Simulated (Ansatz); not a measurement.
## InP, space group F-43m: the levels without and with spin-orbit coupling, step by step

Program: Ansatz's Python interface.

The script reads `POSCAR`:
```text
InP
1.0
   0.00000000    2.93050000    2.93050000
   2.93050000    0.00000000    2.93050000
   2.93050000    2.93050000    0.00000000
In P
1 1
Direct
   0.00000000    0.00000000    0.00000000
   0.25000000    0.25000000    0.25000000
```

Notebook, run cell by cell (the value of a cell's last expression is shown):

In [1]:
```python
import ansatz as az
from ase.io import read
```

In [2]:
```python
config = {
    "functional": "PBE",
    "filling": "fixed",
}
```

In [3]:
```python
atoms = read("POSCAR", format="vasp")
system = az.Crystal.from_ase(atoms)
```

In [4]:
```python
calculation = (
    system.calculation()
    .functional(config["functional"])
    .kpoints(6)
    .occupations(config["filling"])
    .band_table()
)
for label, variant in (("scalar-relativistic", calculation), ("spin-orbit", calculation.spin(soc=True))):
    report = variant.run().report
    zero = report["band_edges_ev"][0] if report.get("band_edges_ev") else report["fermi_energy_ev"]
    near = [round(e - zero, 3) for e in report["eigenvalues_ev"][0] if abs(e - zero) < 3]
    print(label)
    print("  band edges (eV):", [round(e, 3) for e in report.get("band_edges_ev") or []] or "none reported")
    print("  levels at k =", report["kpoints_frac"][0], "within 3 eV of the zero:", near)
```
```text
DeckWarning: basis.ecutwfc = 420 eV, auto-derived from the records' recommended cutoffs: set by In (normal level)
scalar-relativistic
  band edges (eV): [7.002, 7.716]
  levels at k = [0.0, 0.0, 0.0] within 3 eV of the zero: [-0.0, -0.0, 0.0, 0.713]
spin-orbit
  band edges (eV): [7.031, 7.717]
  levels at k = [0.0, 0.0, 0.0] within 3 eV of the zero: [-0.099, -0.099, -0.0, -0.0, -0.0, 0.0, 0.685, 0.685]
```

What to keep in mind:
- The computed bands are complete only to about 4.1 eV above the Fermi level.
- Of the deposited cell: the entry's cell lengths or inner coordinates differ somewhat from later room-temperature determinations.
- The starting cell is as deposited in a crystallographic database; the results hold for this polymorph, which needn't be the stable one.
- Gaps and levels are Kohn-Sham values on a finite set of k-points.
- Warnings are shown shortened and without file and line.
- With spin-orbit coupling each level holds one electron and, with inversion or at time-reversal points, comes in pairs; a window in energy can cut a split set.
- Hardware and time: 4.8 s on 1 thread of Arm Neoverse V2, on a shared host, peak memory 0.53 GiB.
